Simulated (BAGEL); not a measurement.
# HF/def2-SVP (density fitting with qzvpp-jkfit) run of BSiH4O2F (SMILES O[SiH2]B(O)F)

What is the vertical singlet–triplet gap of BSiH4O2F at HF/def2-SVP (density fitting with qzvpp-jkfit)? 

The results are computed with BAGEL 1.2.2.

30 further runs of the same task are left out: 30 set aside as unsound or not needed.

**1. The structure to begin with**

BSiH4O2F: 9 atoms, total charge 0, spin state singlet. As SMILES, `O[SiH2]B(O)F`. Geometry: relaxed at PBE0-D4/def2-TZVP. This is one conformer, not always the lowest.

Bond lengths: O1–Si2 1.653 Å, Si2–B3 2.035 Å, B3–O4 1.347 Å, B3–F5 1.342 Å, O1–H6 0.958 Å, Si2–H7 1.484 Å, Si2–H8 1.493 Å, O4–H9 0.965 Å. Some angles: O1–Si2–B3 110.9°, Si2–B3–O4 121.6°, Si2–B3–F5 119.7°, O4–B3–F5 118.7°, O1–Si2–H7 106.4°, O1–Si2–H8 111.4°, B3–Si2–H7 111.6°, B3–Si2–H8 108.7°, Si2–O1–H6 117.1°, B3–O4–H9 113.7°.

**2. A single-point energy at HF/def2-SVP (density fitting with qzvpp-jkfit)**

Contents of input.json:

```json
{ "bagel": [

{
  "title": "molecule",
  "basis": "svp",
  "df_basis": "qzvpp-jkfit",
  "angstrom": true,
  "geometry": [
    { "atom": "O", "xyz": [       1.152500,       0.650100,       1.703000 ] },
    { "atom": "Si", "xyz": [       0.837600,      -0.439800,       0.500200 ] },
    { "atom": "B", "xyz": [      -0.701500,       0.194000,      -0.670900 ] },
    { "atom": "O", "xyz": [      -0.968000,      -0.381600,      -1.859000 ] },
    { "atom": "F", "xyz": [      -1.488500,       1.196900,      -0.250400 ] },
    { "atom": "H", "xyz": [       0.401000,       1.098100,       2.092900 ] },
    { "atom": "H", "xyz": [       2.093300,      -0.579800,      -0.278100 ] },
    { "atom": "H", "xyz": [       0.493300,      -1.781600,       1.056300 ] },
    { "atom": "H", "xyz": [      -1.731300,      -0.002600,      -2.311100 ] }
  ]
},

{ "title": "hf" },

{ "title": "print", "file": "orbitals.molden", "orbitals": true }

]}
```

On the command line:

```console
BAGEL_NUM_THREADS=1 BAGEL input.json > input.out
```

The program printed:

```text
* using 1 threads per process

  ===============================================================
  ===============================================================

  *** Geometry ***

  { "atom" : "O", "xyz" : [      2.177909,      1.228511,      3.218204 ] },
  { "atom" : "Si", "xyz" : [      1.582835,     -0.831102,      0.945241 ] },
  { "atom" : "B", "xyz" : [     -1.325643,      0.366607,     -1.267817 ] },
  { "atom" : "O", "xyz" : [     -1.829255,     -0.721119,     -3.513001 ] },
  { "atom" : "F", "xyz" : [     -2.812857,      2.261813,     -0.473187 ] },
  { "atom" : "H", "xyz" : [      0.757780,      2.075108,      3.955008 ] },
  { "atom" : "H", "xyz" : [      3.955764,     -1.095663,     -0.525533 ] },
  { "atom" : "H", "xyz" : [      0.932202,     -3.366736,      1.996118 ] },
  { "atom" : "H", "xyz" : [     -3.271683,     -0.004913,     -4.367346 ] },

  Number of auxiliary basis functions:      506

  Since a DF basis is specified, we compute 2- and 3-index integrals:
    o Being stored without compression. Storage requirement is 0.036 GB

  Number of basis functions:       94
  Number of electrons      :       48

    * METHOD: MOLECULE                             0.22

  *** RHF ***

  === Nuclear Repulsion ===
   215.3565290372

      * DIIS with orbital gradients will be used.

  === RHF iteration (svp) ===
      0       -564.61070166          0.02254234           0.07
      1       -564.82901142          0.01470221           0.07
      2       -564.94793796          0.00136705           0.07
      3       -564.94972869          0.00035075           0.07
      4       -564.94982230          0.00011538           0.06
      5       -564.94983250          0.00002981           0.07
      6       -564.94983336          0.00000878           0.06
      7       -564.94983347          0.00000165           0.08
      8       -564.94983347          0.00000089           0.06
      9       -564.94983347          0.00000026           0.06
     10       -564.94983347          0.00000007           0.06
     11       -564.94983347          0.00000003           0.06
     12       -564.94983347          0.00000001           0.06
    * SCF iteration converged.

    * Permanent dipole moment:
           (    0.933948,    -0.152934,     0.396126) a.u.

    * METHOD: HF                                   1.01

    * METHOD: PRINT                                0.01

  ===============================================================
```

Run time: 1.6 s. Hardware: 1 thread of Intel Xeon 6975P-C (Granite Rapids), shared host; peak memory 0.13 GiB.

**3. The triplet at the same level**

Contents of input.json:

```json
{ "bagel": [

{
  "title": "molecule",
  "basis": "svp",
  "df_basis": "qzvpp-jkfit",
  "angstrom": true,
  "geometry": [
    { "atom": "O", "xyz": [    1.152500,    0.650100,    1.703000 ] },
    { "atom": "Si", "xyz": [    0.837600,   -0.439800,    0.500200 ] },
    { "atom": "B", "xyz": [   -0.701500,    0.194000,   -0.670900 ] },
    { "atom": "O", "xyz": [   -0.968000,   -0.381600,   -1.859000 ] },
    { "atom": "F", "xyz": [   -1.488500,    1.196900,   -0.250400 ] },
    { "atom": "H", "xyz": [    0.401000,    1.098100,    2.092900 ] },
    { "atom": "H", "xyz": [    2.093300,   -0.579800,   -0.278100 ] },
    { "atom": "H", "xyz": [    0.493300,   -1.781600,    1.056300 ] },
    { "atom": "H", "xyz": [   -1.731300,   -0.002600,   -2.311100 ] }
  ]
},
{
  "title": "uhf",
  "charge": 0,
  "nopen": 2
},
{
  "title": "print",
  "file": "orbitals.molden",
  "orbitals": true
}

]}
```

On the command line:

```console
BAGEL_NUM_THREADS=1 BAGEL input.json > input.out
```

The program printed:

```text
* using 1 threads per process

  ===============================================================
  ===============================================================

  *** Geometry ***

  { "atom" : "O", "xyz" : [      2.177909,      1.228511,      3.218204 ] },
  { "atom" : "Si", "xyz" : [      1.582835,     -0.831102,      0.945241 ] },
  { "atom" : "B", "xyz" : [     -1.325643,      0.366607,     -1.267817 ] },
  { "atom" : "O", "xyz" : [     -1.829255,     -0.721119,     -3.513001 ] },
  { "atom" : "F", "xyz" : [     -2.812857,      2.261813,     -0.473187 ] },
  { "atom" : "H", "xyz" : [      0.757780,      2.075108,      3.955008 ] },
  { "atom" : "H", "xyz" : [      3.955764,     -1.095663,     -0.525533 ] },
  { "atom" : "H", "xyz" : [      0.932202,     -3.366736,      1.996118 ] },
  { "atom" : "H", "xyz" : [     -3.271683,     -0.004913,     -4.367346 ] },

  Number of auxiliary basis functions:      506

  Since a DF basis is specified, we compute 2- and 3-index integrals:
    o Being stored without compression. Storage requirement is 0.036 GB

  Number of basis functions:       94
  Number of electrons      :       48

    * METHOD: MOLECULE                             0.22

  *** Open-shell HF ***

  === Nuclear Repulsion ===
   215.3565290372

      * DIIS with orbital gradients will be used.

  === UHF iteration (svp) ===
      0       -564.36039045          0.04394900           0.18
      1       -564.59136860          0.03053668           0.18
      2       -564.67898846          0.01979890           0.23
      3       -564.73842899          0.00203759           0.17
      4       -564.74253735          0.00121474           0.15
      5       -564.74436421          0.00066446           0.14
      6       -564.74536847          0.00033945           0.23
      7       -564.74575422          0.00016318           0.24
      8       -564.74584642          0.00007731           0.18
      9       -564.74586993          0.00003078           0.18
     10       -564.74587286          0.00001429           0.16
     11       -564.74587338          0.00000650           0.17
     12       -564.74587351          0.00000300           0.18
     13       -564.74587355          0.00000125           0.17
     14       -564.74587355          0.00000065           0.17
     15       -564.74587355          0.00000041           0.19
     16       -564.74587355          0.00000023           0.15
     17       -564.74587355          0.00000012           0.14
     18       -564.74587355          0.00000006           0.13
     19       -564.74587355          0.00000003           0.14
     20       -564.74587355          0.00000001           0.15
     21       -564.74587355          0.00000001           0.17
    * SCF iteration converged.

    * S^2 (UHF) is 2.0103

    * Permanent dipole moment:
           (    0.217567,     0.136984,    -0.275439) a.u.

    * METHOD: UHF                                  4.02

    * METHOD: PRINT                                0.02

  ===============================================================
```

Run time: 4.8 s. Hardware: 1 thread of Intel Xeon 6975P-C (Granite Rapids), shared host; peak memory 0.13 GiB.

**4. Outcome**

Level: HF/def2-SVP (density fitting with qzvpp-jkfit).

| quantity | value |
| --- | --- |
| singlet: total energy | -564.94983 Eh |
| singlet: dipole moment | 2.61 D |
| singlet: HOMO energy | -11.55 eV |
| singlet: LUMO energy | 3.28 eV |
| singlet: HOMO–LUMO gap | 14.83 eV |
| triplet: total energy | -564.74587 Eh |
| triplet: dipole moment | 0.96 D |
| triplet: ⟨S²⟩ | 2.010 |
| vertical energy of the triplet above the singlet | 5.550 eV |

**Reading.** At this shape the triplet lies 5.55 eV (535 kJ/mol) above the singlet.
